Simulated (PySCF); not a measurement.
**CH₆Al₂Cl₂: a tour of settings**

Which settings matter for CH₆Al₂Cl₂ (`[CH3][AlH-]1[Cl+][AlH2-][Cl+]1`), and how do bad ones show?

The runs use PySCF 2.14.0, with density-fitted response routines of our own; the level of theory stands in each step. All values are computed, except where a source is named. Atoms are numbered from 0 throughout.

**1. Starting geometry**

11 atoms, charge 0, multiplicity 1; geometry from: GFN2-xTB.

Bonds of the start (Å): C0–Al1 1.98, Al1–Cl2 2.23, Cl2–Al3 2.18, Al3–Cl4 2.18, Cl4–Al1 2.23, C0–H5 1.10, C0–H6 1.09, C0–H7 1.10, Al1–H8 1.54, Al3–H9 1.54, Al3–H10 1.54.

**2. Shielding tensors: PBE0/pcSseg-1**

What the job is given:

```
{"job": {"kind": "nmr", "xc": "PBE0", "basis": "pcSseg-1"}, "charge": 0, "multiplicity": 1}
C     -2.093263    -0.400080    -0.097128
Al    -0.547140     0.833100    -0.062087
Cl     0.964200     0.209353     1.457254
Al     2.394878    -0.287751    -0.106166
Cl     0.954145     0.322781    -1.625852
H     -2.205594    -0.950606    -1.038743
H     -3.018031     0.170560     0.029853
H     -2.089018    -1.156099     0.697494
H     -0.473211     2.369202    -0.000159
H      2.551188    -1.820912    -0.162431
H      3.567270     0.713123    -0.078077
```

With the program's defaults for keys left out, this is: GIAO PBE0/pcSseg-1 NMR shielding, non-relativistic, gas phase.

Launch:

```
OMP_NUM_THREADS=1 python probes_run.py task.json out
```

The driver reads the jobs from task.json and runs them one after another.

Standard output:

```text
coarse grid: 11304 points
cycle   1  E = -1446.4054291254  dE =  2.806e-01  |g| = 4.068e-01  |ddm| = 2.954e+00
cycle   2  E = -1446.4011840037  dE =  4.245e-03  |g| = 4.291e-01  |ddm| = 7.416e-01
cycle   3  E = -1446.4492739080  dE = -4.809e-02  |g| = 4.132e-02  |ddm| = 3.946e-01
cycle   4  E = -1446.4497222325  dE = -4.483e-04  |g| = 1.514e-02  |ddm| = 5.724e-02
cycle   5  E = -1446.4497672728  dE = -4.504e-05  |g| = 1.874e-03  |ddm| = 1.495e-02
cycle   6  E = -1446.4497682090  dE = -9.361e-07  |g| = 5.821e-04  |ddm| = 2.761e-03
final grid: 90712 points
cycle   7  E = -1446.4743056914  dE = -1.898e-05  |g| = 5.659e-03  |ddm| = 1.298e-02
cycle   8  E = -1446.4743036013  dE =  2.090e-06  |g| = 5.822e-03  |ddm| = 8.795e-03
cycle   9  E = -1446.4743118944  dE = -8.293e-06  |g| = 6.821e-04  |ddm| = 4.880e-03
cycle  10  E = -1446.4743119903  dE = -9.596e-08  |g| = 9.447e-05  |ddm| = 6.434e-04
cycle  11  E = -1446.4743119925  dE = -2.166e-09  |g| = 1.798e-05  |ddm| = 1.280e-04
cycle  12  E = -1446.4743119926  dE = -6.594e-11  |g| = 3.283e-06  |ddm| = 2.063e-05
converged SCF energy = -1446.4743119926

GIAO shielding tensors (ppm)
atom      isotropic    diamagn.    paramagn.     s11        s22        s33       span
  0 C      193.332     250.784     -57.452    185.578    193.589    200.828     15.250
  1 Al     399.757     795.559    -395.802    326.887    352.057    520.326    193.440
  2 Cl     929.231    1151.754    -222.523    834.608    951.891   1001.194    166.586
  3 Al     412.942     795.292    -382.351    358.971    383.600    496.254    137.283
  4 Cl     929.292    1151.545    -222.253    833.856    953.243   1000.776    166.920
  5 H       31.560      29.809       1.751     26.706     29.521     38.453     11.746
  6 H       31.737      28.499       3.238     27.236     28.072     39.902     12.666
  7 H       31.507      30.180       1.327     26.647     29.658     38.215     11.568
  8 H       26.966      28.788      -1.821     23.606     24.263     33.029      9.423
  9 H       27.150      29.000      -1.850     24.148     24.216     33.085      8.937
 10 H       27.117      28.375      -1.258     23.875     24.257     33.218      9.343
```

It took 40 s on 1 thread of Intel Xeon Platinum 8175M at 2.50GHz, shared host; peak memory 0.7 GiB.

Shifts follow as δ = σ(reference) − σ, with reference shieldings (ppm) from runs at the same level and on the same kind of geometry: ¹H TMS 31.72, ¹³C TMS 186.9, ²⁷Al AlH4- 490.0, ³⁵Cl HCl 950. The references are single molecules in the gas phase. Shifts against hydride references such as AlH4− lie on their own scale. Atoms listed in one row are averaged.

| atoms | environment | σ (ppm) | δ (ppm) |
| --- | --- | --- | --- |
| C0 | methyl carbon bonded to Al | 193.3 | -6.4 |
| H8 | hydrogen on an aluminium bonded to C, 2 Cl, in a 4-membered ring | 26.97 | 4.75 |
| H10 | hydrogen on an aluminium bonded to 2 Cl, in a 4-membered ring | 27.12 | 4.60 |
| H9 | hydrogen on an aluminium bonded to 2 Cl, in a 4-membered ring | 27.15 | 4.57 |
| H5, H6, H7 | hydrogen on a methyl carbon bonded to Al | 31.60 | 0.12 |
| Al1 | aluminium bonded to C, 2 Cl, H, in a 4-membered ring | 399.8 | 90.2 |
| Al3 | aluminium bonded to 2 Cl, 2 H, in a 4-membered ring | 412.9 | 77.0 |
| Cl2, Cl4 | chlorine bonded to 2 Al, in a 4-membered ring | 929 | 21 |

The run also stored atomic charges by several schemes (e):

| atoms | Mulliken | IAO | Hirshfeld | ESP fit |
| --- | --- | --- | --- | --- |
| C0 | -0.71 | -0.80 | -0.28 | -0.57 |
| Al1 | 0.87 | 0.80 | 0.41 | 0.78 |
| Cl2, Cl4 | -0.34 | -0.24 | -0.03 | -0.23 |
| Al3 | 0.71 | 0.65 | 0.35 | 0.74 |

Mayer bond orders: C0–Al1 0.92, Al1–Cl2 0.51, Cl2–Al3 0.56, Al3–Cl4 0.55, Cl4–Al1 0.51.

The fields below are evaluated on a grid from the run's orbitals.

Frontier orbitals at PBE0/pcSseg-1, with the share of their density that lies nearest to each atom:

```
orbital  energy (eV)                                                                          lies on
   HOMO        -8.18                    H8, H9, H10 about 18 % each; C0 14 %; Cl2, Cl4 about 8 % each
   LUMO        -0.58  Al1, Al3 about 17 % each; Cl2, Cl4 about 12 % each; H8, H9, H10 about 11 % each
```

ELF in a plane through or near 7 of the atoms.

Ten even steps from '0' (0.00) to '9' (1.00):
```
0000000000000000000000000000
0000000000000000000000000000
0000000000000244200000000000
0000000000017999950000000000
0000000000029999981000000000
0000022000008999971000000000
0000799600004999940000000000
0007999950001024021157300000
0029999951111085286899930000
0019999610111023397999950000
0004896178011114847489710000
0000232065010003552543100000
0000038998710000146420000000
0000079999930000011100000000
0000079999950000000000000000
0000028999920000000000000000
0000001576200000000000000000
0000000000000000000000000000
0000000000000000000000000000
0000000000000000000000000000
```
The map spans 12.4 Å across and 10.0 Å up, centred on the molecule. Atoms in the plane (x, y in Å): C0 (2.1, -0.3), Al1 (0.5, 0.8), Al3 (-2.4, -0.4), H6 (3.0, 0.3), H8 (0.4, 2.4), H9 (-2.5, -1.9), H10 (-3.6, 0.6).

On the surface of density 0.002 e/bohr³ the electrostatic potential runs, from the 1st to the 99th percentile, from -0.49 to 1.96 V.

**3. TDDFT and polarisability: PBE0/def2-SVPD**

The job, as its differences from that of step 2:

```diff
@@ -1,2 +1,2 @@
-{"job": {"kind": "nmr", "xc": "PBE0", "basis": "pcSseg-1"}, "charge": 0, "multiplicity": 1}
+{"job": {"kind": "uv", "xc": "PBE0", "basis": "def2-SVPD", "nstates": 6, "ntriplets": 2}, "charge": 0, "multiplicity": 1}
 C     -2.093263    -0.400080    -0.097128
```

Method: TDDFT PBE0/def2-SVPD, vertical, gas phase, core orbitals frozen in the response.

Standard output:

```text
coarse grid: 11304 points
cycle   1  E = -1445.8824217884  dE =  2.440e-01  |g| = 3.805e-01  |ddm| = 3.776e+00
cycle   2  E = -1445.8789336240  dE =  3.488e-03  |g| = 3.950e-01  |ddm| = 9.865e-01
cycle   3  E = -1445.9224173489  dE = -4.348e-02  |g| = 4.246e-02  |ddm| = 4.835e-01
cycle   4  E = -1445.9229409225  dE = -5.236e-04  |g| = 1.077e-02  |ddm| = 8.076e-02
cycle   5  E = -1445.9229702140  dE = -2.929e-05  |g| = 2.493e-03  |ddm| = 2.182e-02
cycle   6  E = -1445.9229721617  dE = -1.948e-06  |g| = 4.795e-04  |ddm| = 5.031e-03
final grid: 90712 points
cycle   7  E = -1446.0843688253  dE = -1.367e-05  |g| = 4.668e-03  |ddm| = 3.802e-02
cycle   8  E = -1446.0843665492  dE =  2.276e-06  |g| = 5.507e-03  |ddm| = 1.139e-02
cycle   9  E = -1446.0843746794  dE = -8.130e-06  |g| = 2.920e-04  |ddm| = 5.909e-03
cycle  10  E = -1446.0843747030  dE = -2.363e-08  |g| = 4.285e-05  |ddm| = 6.367e-04
cycle  11  E = -1446.0843747035  dE = -5.009e-10  |g| = 9.504e-06  |ddm| = 8.861e-05
converged SCF energy = -1446.0843747035

Static polarisability (au): isotropic 88.402, principal 81.589 82.830 100.788

Singlet excitations
state   eV       nm        f      main configurations
  1   6.2300    199.0   0.00061   H->L 0.97
  2   6.7285    184.3   0.00065   H-1->L 0.92
  3   7.1294    173.9   0.02333   H->L+1 0.86
  4   7.2968    169.9   0.06461   H->L+2 0.90
  5   7.4245    167.0   0.00017   H-2->L 0.98
  6   7.5283    164.7   0.04461   H->L+3 0.52, H-1->L+1 0.32

Triplet excitations (Tamm-Dancoff, eV): 5.9022 6.2979
```

Run time: 37 s. Hardware: 1 thread of Intel Xeon Platinum 8175M at 2.50GHz, shared host; peak memory 0.71 GiB.

Frontier orbitals and where they lie:

```csv
orbital,eV,atoms
HOMO−3,-10.19,"Al3 24 %, H9 15 %, H10 13 %"
HOMO−2,-9.30,"Al1 15 %, H8 14 %, Cl2 14 %"
HOMO−1,-8.61,"C0 19 %, Al3 19 %, Al1 14 %"
HOMO,-8.10,"Al3 16 %, C0 14 %, H9 14 %"
LUMO,-0.64,"Al3 22 %, Al1 20 %, Cl2 16 %"
LUMO+1,0.07,"Al1 40 %, Cl2 11 %, Cl4 11 %"
LUMO+2,0.33,"Al3 31 %, Al1 19 %, Cl4 14 %"
```

With each of the 6 states as a Gaussian band of 0.4 eV half-width at 1/e, the curve within the window shown has maxima at 168 nm (ε 4,700) L/(mol cm). Beyond the last state computed it falls off for lack of states. The curve at chosen wavelengths:

(nm, ε (L/mol/cm)): (158, 1524), (160, 2307), (163, 3560), (165, 4245), (168, 4748), (170, 4661), (173, 3988), (175, 3318), (178, 2257), (180, 1631), (182, 1123), (185, 593), (187, 372), (190, 181), (192, 114), (195, 63), (197, 47), (199, 37), (202, 28), (204, 24), (207, 18), (209, 14), (212, 10), (214, 7), (217, 4), (219, 3)

Leading natural transition orbitals of singlet state 4: the hole lies on H8, H9, H10 about 18 % each; C0 13 %; Cl2, Cl4 about 9 % each; the particle on H8, H9, H10 about 14 % each; Cl2, Cl4 about 14 % each; Al1 12 %.

Leading natural transition orbitals of singlet state 1: the hole lies on H9, H10 about 21 % each; H8 16 %; C0 12 %; the particle on Al1, Al3 about 18 % each; H8, H9, H10 about 11 % each; Cl2, Cl4 about 11 % each.

Ground-state properties from the same run:

```csv
property,computed
dipole moment (D),1.26
polarisability (Å³),13.10
HOMO–LUMO gap (eV),7.46
−ε(HOMO) (eV),8.10
```

**4. NMR shieldings: WP04/def2-SVPD**

The job, as its differences from that of step 3:

```diff
@@ -1,2 +1,2 @@
-{"job": {"kind": "uv", "xc": "PBE0", "basis": "def2-SVPD", "nstates": 6, "ntriplets": 2}, "charge": 0, "multiplicity": 1}
+{"job": {"kind": "nmr", "xc": "WP04", "basis": "def2-SVPD", "pop": false, "scf": {"max_cycle": 57}}, "charge": 0, "multiplicity": 5}
 C     -2.093263    -0.400080    -0.097128
```

Level: WP04/def2-SVPD.

Standard output:

```text
NotImplementedError: this response code serves closed shells only; the SCF ended at -1461.55323136 Eh with <S^2> = 6.0131
```

It took 40 s on 1 thread of Intel Xeon Platinum 8175M at 2.50GHz, shared host.

Why it failed: The input makes an open shell, and this response code serves closed shells alone. The remedy is to restore the closed-shell charge and spin, or use an unrestricted response code.

**5. Excited states and response: PBE0/cc-pVTZ**

The job, as its differences from that of step 4:

```diff
@@ -1,2 +1,2 @@
-{"job": {"kind": "nmr", "xc": "WP04", "basis": "def2-SVPD", "pop": false, "scf": {"max_cycle": 57}}, "charge": 0, "multiplicity": 5}
+{"job": {"kind": "uv", "xc": "PBE0", "basis": "cc-pVTZ", "nstates": 12, "ntriplets": 0, "tda": true, "scf": {"aux": "sto-3g", "max_cycle": 74}}, "charge": 0, "multiplicity": 1}
 C     -2.093263    -0.400080    -0.097128
```

Level: TDA PBE0/cc-pVTZ, vertical, gas phase, core orbitals frozen in the response.

Standard output:

```text
final grid: 90712 points
cycle   1  E = -1449.4401992436  dE = -4.520e-02  |g| = 3.904e-01  |ddm| = 6.967e+00
cycle   2  E = -1449.4820037233  dE = -4.180e-02  |g| = 1.857e-01  |ddm| = 1.437e+00
cycle   3  E = -1449.4894953892  dE = -7.492e-03  |g| = 7.154e-02  |ddm| = 4.759e-01
cycle   4  E = -1449.4909469879  dE = -1.452e-03  |g| = 2.518e-02  |ddm| = 1.948e-01
cycle   5  E = -1449.4911237084  dE = -1.767e-04  |g| = 5.494e-03  |ddm| = 5.085e-02
cycle   6  E = -1449.4911321394  dE = -8.431e-06  |g| = 1.688e-03  |ddm| = 1.402e-02
cycle   7  E = -1449.4911329037  dE = -7.642e-07  |g| = 1.923e-04  |ddm| = 3.749e-03
cycle   8  E = -1449.4911329154  dE = -1.174e-08  |g| = 6.714e-05  |ddm| = 5.394e-04
cycle   9  E = -1449.4911329167  dE = -1.326e-09  |g| = 2.222e-05  |ddm| = 1.391e-04
cycle  10  E = -1449.4911329169  dE = -1.814e-10  |g| = 6.953e-06  |ddm| = 5.199e-05
converged SCF energy = -1449.4911329169

Static polarisability (au): isotropic 69.542, principal 59.329 67.323 81.975

Singlet excitations
state   eV       nm        f      main configurations
  1   7.6673    161.7   0.00309   H->L 0.93
  2   8.4466    146.8   0.00379   H-2->L 0.78, H->L+3 0.10
  3   8.5002    145.9   0.00335   H-1->L 0.59, H->L+1 0.32
  4   8.5664    144.7   0.03144   H->L+1 0.59, H-1->L 0.36
  5   9.0268    137.4   0.00439   H-3->L 0.63
  6   9.0751    136.6   0.05008   H->L+2 0.70, H-2->L+2 0.09
  7   9.1103    136.1   0.00268   H-1->L+1 0.60, H-3->L 0.16, H-1->L+2 0.16
  8   9.4282    131.5   0.00017   H-5->L 0.31, H-1->L+2 0.29, H-1->L+1 0.14
  9   9.6224    128.8   0.01612   H-2->L+1 0.66, H->L+4 0.11
 10   9.6894    128.0   0.00145   H-4->L 0.93
 11   9.7727    126.9   0.00094   H-1->L+2 0.35, H-5->L 0.23, H-1->L+4 0.12
 12   9.8639    125.7   0.00003   H->L+3 0.77, H-3->L 0.08, H-2->L 0.08
```

It took 29 s on 1 thread of Intel Xeon Platinum 8175M at 2.50GHz, shared host.

It converged, yet the result is unsound: the fitting basis sto-3g is not made for Coulomb and exchange fitting here. Its HOMO lies at -8.20 eV, against -8.10 eV in step 3 (PBE0/def2-SVPD), a different level, so the two don't compare directly.

**6. J couplings: HSE06/LANL2DZ**

What the job is given:

```
{"job": {"kind": "j", "xc": "HSE06", "basis": "LANL2DZ", "scf": {"conv": 0.01, "max_cycle": 60}}, "charge": 0, "multiplicity": 1}
C     -2.093263    -0.400080    -0.097128
Al    -0.083303     1.203054    -0.051575
Cl     0.964200     0.209353     1.457254
Al     2.394878    -0.287751    -0.106166
Cl     0.954145     0.322781    -1.625852
H     -2.205594    -0.950606    -1.038743
H     -3.018031     0.170560     0.029853
H     -2.089018    -1.156099     0.697494
H     -0.473211     2.369202    -0.000159
H      2.551188    -1.820912    -0.162431
H      3.567270     0.713123    -0.078077
```

Level: HSE06/LANL2DZ indirect spin-spin coupling, non-relativistic, gas phase.

Standard output:

```text
final grid: 90712 points
cycle   1  E = -73.7702699304  dE = -3.660e+00  |g| = 2.111e+00  |ddm| = 6.473e+00
cycle   2  E = -71.5186836714  dE =  2.252e+00  |g| = 2.643e+00  |ddm| = 7.823e+00
cycle   3  E = -75.1395903232  dE = -3.621e+00  |g| = 9.055e-01  |ddm| = 6.800e+00
cycle   4  E = -75.4259305035  dE = -2.863e-01  |g| = 3.484e-01  |ddm| = 1.413e+00
cycle   5  E = -75.4622674500  dE = -3.634e-02  |g| = 4.235e-02  |ddm| = 4.185e-01
cycle   6  E = -75.4632698720  dE = -1.002e-03  |g| = 8.610e-03  |ddm| = 1.107e-01
converged SCF energy = -75.4632698720

Indirect spin-spin couplings (Hz)
  i      j    bonds     total        FC       PSO       DSO        SD
  0 C    1 Al   1      0.024     0.000    -0.030     0.054         -
  0 C    3 Al   3     -0.001    -0.000     0.003    -0.004         -
  0 C    5 H    1    141.973   140.585     1.013     0.375         -
  0 C    6 H    1    139.148   137.734     1.053     0.362         -
  0 C    7 H    1    142.595   141.211     1.006     0.377         -
  0 C    8 H    2      2.476     2.486    -0.060     0.049         -
  0 C    9 H    4      0.236     0.235     0.010    -0.009         -
  0 C   10 H    4      0.597     0.620     0.029    -0.052         -
  1 Al   5 H    2     -0.064    -0.000     0.036    -0.100         -
  1 Al   6 H    2     -0.039    -0.000     0.031    -0.070         -
  1 Al   7 H    2     -0.068    -0.000     0.034    -0.103         -
  1 Al   8 H    1      0.174     0.001    -0.239     0.412         -
  1 Al   9 H    3     -0.056    -0.000    -0.004    -0.052         -
  1 Al  10 H    3     -0.025     0.000    -0.016    -0.009         -
  3 Al   8 H    3     -0.048     0.000    -0.001    -0.048         -
  3 Al   9 H    1      0.117     0.002    -0.105     0.220         -
  3 Al  10 H    1      0.110     0.002    -0.110     0.218         -
  5 H    6 H    2    -18.000   -16.284     0.966    -2.682         -
  5 H    7 H    2    -16.945   -15.259     0.952    -2.638         -
  5 H    8 H    3     -0.413    -0.052     0.203    -0.564         -
  5 H   10 H    5     -0.258    -0.054     0.100    -0.304         -
  6 H    7 H    2    -17.730   -16.002     0.967    -2.695         -
  6 H    8 H    3      0.511     0.481    -0.003     0.032         -
  6 H    9 H    5     -0.376    -0.000     0.152    -0.528         -
  6 H   10 H    5     -0.276     0.015     0.140    -0.431         -
  7 H    8 H    3     -0.327     0.078     0.220    -0.624         -
  7 H   10 H    5     -0.245    -0.056     0.093    -0.283         -
  8 H    9 H    4      0.555     0.804     0.089    -0.338         -
  8 H   10 H    4     -0.495    -0.368     0.006    -0.133         -
  9 H   10 H    2     22.965    23.012     0.075    -0.122         -
```

It took 9.2 s on 1 thread of Intel Xeon Platinum 8175M at 2.50GHz, shared host.

It converged, yet the result is unsound: one atom of the first bond was moved so that the bond is 1.3 times as long; the SCF threshold of 0.01 Eh is far too loose; the basis LANL2DZ leaves the core to a potential or lacks core functions, which properties at the nuclei need. Its HOMO lies at -5.60 eV, against -8.18 eV in step 2 (PBE0/pcSseg-1), a different level, so the two don't compare directly.

**7. What came out**

| quantity | value |
| --- | --- |
| ¹³C shifts against TMS (PBE0/pcSseg-1) | -6.4 ppm |
| ¹H shifts against TMS (PBE0/pcSseg-1, means over atoms taken as alike) | 4.75, 4.60, 4.57, 0.12 ppm |
| ²⁷Al shifts against AlH4- (PBE0/pcSseg-1) | 90.2, 77.0 ppm |
| ³⁵Cl shifts against HCl (PBE0/pcSseg-1, means over atoms taken as alike) | 21 ppm |
| surface potential, 1st and 99th percentile | -0.49 V and 1.96 V |
| lowest singlet (PBE0/def2-SVPD) | 6.23 eV (199 nm), f = 0.001 |
| brightest single state of those computed | state 4, 7.30 eV, f = 0.065 |
| lowest triplet | 5.90 eV |
| property runs in this session | 5, of which 1 failed and 2 gave unsound results |

In words: Single values in the summary come from the first run of each kind that ended normally (PBE0/pcSseg-1; PBE0/def2-SVPD), which need not be the best level. At PBE0/pcSseg-1: The largest span, 193 ppm, is at Al1, where the paramagnetic term is -396 ppm. By nearest atom (PBE0/pcSseg-1), the HOMO sits on H8, H9, H10 about 18 % each; C0 14 % and the LUMO on Al1, Al3 about 17 % each; Cl2, Cl4 about 12 % each. The lowest singlet, at 6.23 eV, is HOMO→LUMO 0.97 and is dark; of the 6 states computed, the strongest absorption comes from state 4 at 7.30 eV (the last state computed is bright too, and its partners may lie past the list). The lowest triplet lies 0.33 eV below the lowest singlet (triplets in Tamm-Dancoff, singlets in full TDDFT).
